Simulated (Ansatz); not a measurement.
# Ta+ (quintet): energies up the ladder

Wanted for Ta+ (quintet): energies up the ladder. Charge +1. Spin multiplicity 5.

Program: Ansatz 0.2.0. Level of theory: the levels named in each step. These are calculated values, not measurements.

## 1. The starting structure

As a file:

```xyz
1

Ta    0.0000    0.0000    0.0000
```

## 2. Single point, PBE0/def2-TZVPP

The input, input.yaml:

```yaml
crystal:
  periodic: [false, false, false]
  atoms:
    - { symbol: Ta, position_ang: [0.0, 0.0, 0.0] }
magnetization:
  spin_polarized: true
  initial_magnetization: 4
total_charge: 1
basis:
  gaussian: { orbitals: def2-TZVPP }
hamiltonian:
  xc: pbe0
```

Launch:

```sh
$ ansatz run input.yaml --threads 1 --pin off --max-ram 2560MiB --backend cpu --events-out ev --progress --plain --runs-dir out
```

The runs that follow: Single point, PBE/def2-TZVPP; Single point, r2SCAN/def2-TZVPP; Single point, B3LYP/def2-TZVPP; Single point, wB97M-V/def2-TZVPP; Single point, B2PLYP/def2-TZVPP; Single point, LDA/def2-TZVPP; Single point, PBE0/def2-SVP; Single point, PBE/def2-SVP.

What does the calculation give? Wanted: energy at PBE/def2-SVP.

As calculated:

| quantity | value |
| --- | --- |
| energy at PBE/def2-SVP | -1539.805 eV |

These totals serve in differences with atoms or fragments at the same level; alone they don't rank the methods. Heavy atoms carry effective core potentials in def2 sets, and spin-orbit coupling is left out.
